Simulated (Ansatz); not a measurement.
**C2H5BClN: two geometries relaxed**

All numbers below are computed with Ansatz 0.2.0 (RKS B3LYP-D4/def2-SVP).

### 1 The starting structure

Bond lengths: C1–N2 1.244 Å, N2–B3 1.514 Å, B3–C4 1.630 Å, C4–Cl5 1.706 Å, C1–H6 1.134 Å, C1–H7 1.083 Å, B3–H8 1.132 Å, C4–H9 1.082 Å, C4–H10 1.147 Å. Angles: C1–N2–B3 121.4°, N2–C1–H6 120.5°, N2–C1–H7 124.3°, H6–C1–H7 114.8°, N2–B3–C4 117.5°, N2–B3–H8 120.6°, C4–B3–H8 121.6°, B3–C4–Cl5 113.6°, B3–C4–H9 104.8°, B3–C4–H10 104.1°, Cl5–C4–H9 113.7°, Cl5–C4–H10 111.4°, H9–C4–H10 108.6°.

As a file:

```xyz
10

C    -0.5032    1.7960    0.9577
N     0.0533    1.0557    0.1275
B    -0.2686   -0.4215    0.0476
C     0.6090   -1.3275   -0.9851
Cl    2.2760   -1.3510   -0.6247
H    -0.3075    2.9132    0.9560
H    -1.2835    1.4732    1.6359
H    -1.0223   -0.8868    0.7532
H     0.3820   -0.9281   -1.9650
H     0.1479   -2.3744   -0.9001
```

### 2 End point A

Input file input.yaml:

```yaml
crystal:
  periodic: [false, false, false]
  atoms:
    - { symbol: C, position_ang: [-0.5032, 1.796, 0.9577] }
    - { symbol: "N", position_ang: [0.0533, 1.0557, 0.1275] }
    - { symbol: B, position_ang: [-0.2686, -0.4215, 0.0476] }
    - { symbol: C, position_ang: [0.609, -1.3275, -0.9851] }
    - { symbol: Cl, position_ang: [2.276, -1.351, -0.6247] }
    - { symbol: H, position_ang: [-0.3075, 2.9132, 0.956] }
    - { symbol: H, position_ang: [-1.2835, 1.4732, 1.6359] }
    - { symbol: H, position_ang: [-1.0223, -0.8868, 0.7532] }
    - { symbol: H, position_ang: [0.382, -0.9281, -1.965] }
    - { symbol: H, position_ang: [0.1479, -2.3744, -0.9001] }
basis:
  gaussian: { orbitals: def2-SVP }
hamiltonian:
  xc: b3lyp
  dispersion: d4
relax:
  f_tol: 0.02
  max_steps: 50
```

The run is started by

```bash
$ ansatz run input.yaml --threads 2 --pin off --max-ram 3072MiB --backend cpu --events-out ev --progress --plain --runs-dir out
```

**Question.** How long does this run take on 2 threads of Arm Neoverse V1, shared host, and how much memory does it need?

About 59 s, with a peak of 0.21 GiB.
